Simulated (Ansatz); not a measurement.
# Ge: one contact scaled

The task here is to estimate one member of a computed series from the others.

Program: Ansatz 0.2.0. Level of theory: DFT, r2SCAN, PAW with Ansatz's default frozen-core files, scalar-relativistic. These are calculated values, not measurements.

5 further runs of the same task are left out: 5 for a broken database entry.

## The starting structure

It takes space group Fd-3m (No. 227, cubic). Conventional cell: a = 5.658 Å, b = 5.658 Å, c = 5.658 Å, α = 90.00°, β = 90.00°, γ = 90.00°. Ge (site symmetry -43m) has 4 Ge at 2.45 Å as nearest neighbours.

Structure file:

```cif
data_structure
_symmetry_space_group_name_H-M 'P 1'
_symmetry_Int_Tables_number 1
_cell_length_a 4.0007
_cell_length_b 4.0007
_cell_length_c 4.0007
_cell_angle_alpha 60.000
_cell_angle_beta 60.000
_cell_angle_gamma 60.000
_cell_volume 45.28
loop_
_atom_site_label
_atom_site_type_symbol
_atom_site_fract_x
_atom_site_fract_y
_atom_site_fract_z
_atom_site_occupancy
Ge1 Ge 0.00000 0.00000 0.00000 1
Ge2 Ge 0.25000 0.25000 0.25000 1
```

Atoms are numbered in the order of the input: Ge1, Ge2.

The first run:

input.yaml reads:

```yaml
crystal:
  lattice:
    - [0.0, 2.82891, 2.82891]
    - [2.82891, 0.0, 2.82891]
    - [2.82891, 2.82891, 0.0]
  atoms:
    - { symbol: Ge, position: [0.0, 0.0, 0.0] }
    - { symbol: Ge, position: [0.25, 0.25, 0.25] }
kpoints:
  mp_grid: { grid: [9, 9, 9] }
scf:
  occupations: { method: fermi_dirac, width: 0.05 }
hamiltonian:
  xc: r2scan
  pseudopotentials: { kind: paw }
output:
  forces: true
  stress: true
  eigenvalues: true
  efg: { contact_densities: true }
  populations: true
```

Launch:

```sh
$ ansatz run input.yaml --threads 1 --pin off --max-ram 2048MiB --backend cpu --events-out ev --progress --plain --runs-dir out
```

Among the steps run: Shortest bond scaled by 1, PAW; Shortest bond scaled by 0.94, PAW; Shortest bond scaled by 0.82, PAW; Shortest bond scaled by 0.7, PAW.

One of the session's tables, all rows but one given; the rest of the session is left out.

| method | length (Å) | F from the given length (eV/cell) | force along the bond (eV/Å) | pressure (GPa) | largest force (eV/Å) |
| --- | --- | --- | --- | --- | --- |
| PAW | 1.715 | 6.424 | 25.934 | 42.11 | 25.934 |
| PAW | 2.009 | ? | ? | ? | ? |
| PAW | 2.303 | 0.146 | 2.110 | 1.48 | 2.110 |
| PAW | 2.450 | 0.000 | 0.000 | 0.63 | 0.000 |

Q: Estimate the row for PAW, 2.009 from the others.

**Answer.** F from the given length (eV/cell): 1.678; force along the bond (eV/Å): 9.136; pressure (GPa): 11.32; largest force (eV/Å): 9.136. In the column «F from the given length (eV/cell)» it lies between PAW, 2.303 (0.146) and PAW, 1.715 (6.424).
